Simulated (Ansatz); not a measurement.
# CaBC: the cost of one run

Method: DFT PBE, scalar-relativistic, plane waves, PAW, in Ansatz 0.2.0.

2 further runs of the same task are left out: 1 for a known fault of the program, 1 that didn't finish.

## 1. The system as given

The structure is hexagonal, space group P6_3/mmc (No. 194). The conventional cell has a = 2.962 Å, b = 2.962 Å, c = 8.193 Å, α = 90.00°, β = 90.00°, γ = 120.00°. Around Ca (site symmetry -3m) lie 6 B at 2.67 Å and 6 C at 2.67 Å and 6 Ca at 2.96 Å. B (site symmetry -6m2) is surrounded by 3 C at 1.71 Å. Around C (site symmetry -6m2) lie 3 B at 1.71 Å.

Coordinates:

```cif
data_structure
_symmetry_space_group_name_H-M 'P 1'
_symmetry_Int_Tables_number 1
_cell_length_a 2.9620
_cell_length_b 2.9620
_cell_length_c 8.1934
_cell_angle_alpha 90.000
_cell_angle_beta 90.000
_cell_angle_gamma 120.000
_cell_volume 62.25
loop_
_atom_site_label
_atom_site_type_symbol
_atom_site_fract_x
_atom_site_fract_y
_atom_site_fract_z
_atom_site_occupancy
Ca1 Ca 0.00000 0.00000 0.00000 1
Ca2 Ca 0.00000 0.00000 0.50000 1
B1 B 0.66667 0.33333 0.25000 1
B2 B 0.33333 0.66667 0.75000 1
C1 C 0.66667 0.33333 0.75000 1
C2 C 0.33333 0.66667 0.25000 1
```

It goes back to an entry of the Materials Project, which need not be the stable form.

It is the result of an earlier relaxation at this level (volume 10.38 Å³/atom; gap on the mesh: none (metal)).

## 2. The undisturbed cell

Input file input.yaml:

```yaml
crystal:
  lattice:
    - [2.9619761264, 0.0, 0.0]
    - [-1.4809880632, 2.5651465708, 0.0]
    - [0.0, 0.0, 8.1933817783]
  atoms:
    - { symbol: Ca, position: [0.0, 0.0, 0.0] }
    - { symbol: Ca, position: [0.0, 0.0, 0.5] }
    - { symbol: B, position: [0.6666666667, 0.3333333333, 0.25] }
    - { symbol: B, position: [0.3333333333, 0.6666666667, 0.75] }
    - { symbol: C, position: [0.6666666667, 0.3333333333, 0.75] }
    - { symbol: C, position: [0.3333333333, 0.6666666667, 0.25] }
basis:
  ecutwfc: 420
kpoints:
  mp_grid: { grid: [18, 18, 6] }
hamiltonian:
  xc: pbe
scf:
  occupations: { method: gaussian, width: 0.15 }
output:
  forces: true
  stress: true
  eigenvalues: true
```

The run is started by

```console
$ ansatz run input.yaml --threads 1 --pin off --max-ram 2560MiB --backend cpu --events-out ev --progress --plain --runs-dir out
```

**Question.** How long does this run take on 1 thread of Arm Neoverse N1, shared host, and how much memory does it need?

About 21 s, with a peak of 0.49 GiB.
